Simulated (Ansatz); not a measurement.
# C2H7BO2Se, SMILES C[Se]CB(O)O: a single point from an input written key by key

With Ansatz 0.2.0, Python API.

At the Python prompt:
```pycon
>>> import ansatz as az
>>> import numpy as np
>>> import pandas as pd
>>> deck = {
...     "crystal": {
...         "periodic": [False, False, False],
...         "atoms": [
...             {"symbol": "C", "position_ang": [2.1699, -0.108, -0.4874]},
...             {"symbol": "Se", "position_ang": [1.2335, 1.4563, 0.2034]},
...             {"symbol": "C", "position_ang": [-0.2229, 0.3964, 0.9552]},
...             {"symbol": "B", "position_ang": [-1.2417, -0.0325, -0.1886]},
...             {"symbol": "O", "position_ang": [-1.9423, 0.9872, -0.9655]},
...             {"symbol": "O", "position_ang": [-1.4704, -1.4472, -0.4716]},
...             {"symbol": "H", "position_ang": [1.5322, -0.6384, -1.2242]},
...             {"symbol": "H", "position_ang": [2.426, -0.7937, 0.3464]},
...             {"symbol": "H", "position_ang": [3.1044, 0.2193, -0.9873]},
...             {"symbol": "H", "position_ang": [-0.7647, 1.0114, 1.7028]},
...             {"symbol": "H", "position_ang": [0.1813, -0.5036, 1.4635]},
...             {"symbol": "H", "position_ang": [-2.7794, 1.1541, -0.463]},
...             {"symbol": "H", "position_ang": [-2.226, -1.7013, 0.1162]},
...         ],
...     },
...     "basis": {"gaussian": {"orbitals": "def2-SVP"}},
...     "hamiltonian": {"xc": "r2scan"},
...     "output": {"forces": True},
... }
>>> session = az.Session.from_dict(deck)
>>> r = session.plan(threads=1).execute().report
>>> for key in ("converged", "free_energy_ev", "reference_energy_ev", "n_frozen", "n_occupied", "n_virtual"):
...     print(f"{key:22s} {r[key]}")
...
converged              True
free_energy_ev         -72292.7166379328
reference_energy_ev    -72292.7166379328
n_frozen               0
n_occupied             [37, 37]
n_virtual              [100, 100]
>>> symbols = ["C", "Se", "C", "B", "O", "O", "H", "H", "H", "H", "H", "H", "H"]
>>> state = r["mean_field"]["state"]
>>> print(f"mean field: {state['energy']['hartree']:.7f} Ha, <S^2> = {abs(state['spin_squared']):.4f}, stability: {state.get('stability', {}).get('kind')}")
mean field: -2656.7083347 Ha, <S^2> = 0.0000, stability: minimum
>>> forces = np.array(r["forces_ev_ang"])
>>> print("largest force", round(float(np.linalg.norm(forces, axis=1).max()), 4), "eV/A, rms", round(float(np.sqrt((forces ** 2).mean())), 4))
largest force 2.7136 eV/A, rms 0.7368
>>> charges = r["charge_distribution"]
>>> table = pd.DataFrame({"atom": symbols, "mulliken": charges["mulliken_charges_e"], "lowdin": charges["lowdin_charges_e"]})
>>> table.round(3)
   atom  mulliken  lowdin
0     C    -0.202  -0.077
1    Se    -0.051   0.270
2     C    -0.215  -0.116
3     B     0.149  -0.544
4     O    -0.249   0.169
5     O    -0.257   0.164
6     H     0.095   0.007
7     H     0.082  -0.001
8     H     0.084   0.008
9     H     0.085   0.034
10    H     0.073   0.019
11    H     0.200   0.033
12    H     0.205   0.035
>>> print("dipole (e A):", np.round(charges["dipole_moment_e_ang"], 4) + 0.0)
dipole (e A): [-0.3495 -0.2298  0.4888]
```

Notes:
- The settings weren't tested for convergence.
- The geometry is a force-field or estimated start, not a minimum of this method, and the basis set is short of its limit.
- The Löwdin charges here are taken after orthogonalising the functions within each atom; they differ from plain Löwdin charges, and their signs can be unphysical.
- It ran for 12 s on 1 thread of Arm Neoverse V1, with other jobs on the host, peak memory 0.31 GiB.
